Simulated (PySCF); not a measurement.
**TlBr: a composite coupled-cluster curve**

The task here is to estimate one member of a computed series from the others.

Computed with PySCF 2.14.0. Level: CCSD(T) on RHF, scalar-relativistic core potentials.

2 further runs of the same task are left out: 2 set aside as unsound or not needed.

The first run:

- molecule: TlBr
- state: singlet, unpaired electrons none
- smaller basis: Tl cc-pwCVDZ-PP with ECP60, Br aug-cc-pVDZ-PP with ECP10
- larger basis: Tl cc-pwCVTZ-PP with ECP60, Br aug-cc-pVTZ-PP with ECP10
- frozen core orbitals: 13
- extrapolation: correlation as n⁻³ (n = 2, 3), Hartree–Fock as (n+1)·exp(−9√n)
- corrections: core–valence correlation
- distances (Å): 2.3428, 2.4493, 2.5558, 2.6623, 2.7688, 2.9019, 3.0350
- masses (u): 204.9744, 78.9183
- dissociation limit: Tl + Br

Started as:

```console
OMP_NUM_THREADS=4 python comp.py task.json out
```

One of the session's tables, all rows but one given; the rest of the session is left out.

Parts of the energy along the bond, in eV from Tl + Br:

| R (Å) | HF/CBS | CCSD corr. | (T) | core–valence |
| --- | --- | --- | --- | --- |
| 2.3428 | -2.280 | -1.061 | -0.1457 | -0.0518 |
| 2.4493 | -2.644 | -1.025 | -0.1452 | -0.0420 |
| 2.5558 | -2.830 | -0.993 | -0.1445 | -0.0345 |
| 2.6623 | -2.892 | -0.964 | -0.1436 | -0.0286 |
| 2.7688 | ? | ? | ? | ? |
| 2.9019 | -2.770 | -0.904 | -0.1403 | -0.0200 |
| 3.0350 | -2.617 | -0.874 | -0.1379 | -0.0171 |

**Question.** Estimate the row for R (Å) = 2.7688.

Worked estimate for «HF/CBS». A straight line through the neighbours (2.6623, -2.892) and (2.9019, -2.770) gives -2.892 + (-2.770 + 2.892) × (2.7688 − 2.6623) / (2.9019 − 2.6623) = -2.838; a parabola fitted to 4 rows on both sides gives -2.868.

**Answer.** HF/CBS: -2.871; CCSD corr.: -0.936; (T): -0.1423; core–valence: -0.0241. In «HF/CBS» the line misses by +0.033 and the parabola by +0.003.

To keep in mind: An extrapolation from double and triple zeta is rough, so this isn't yet the limit.
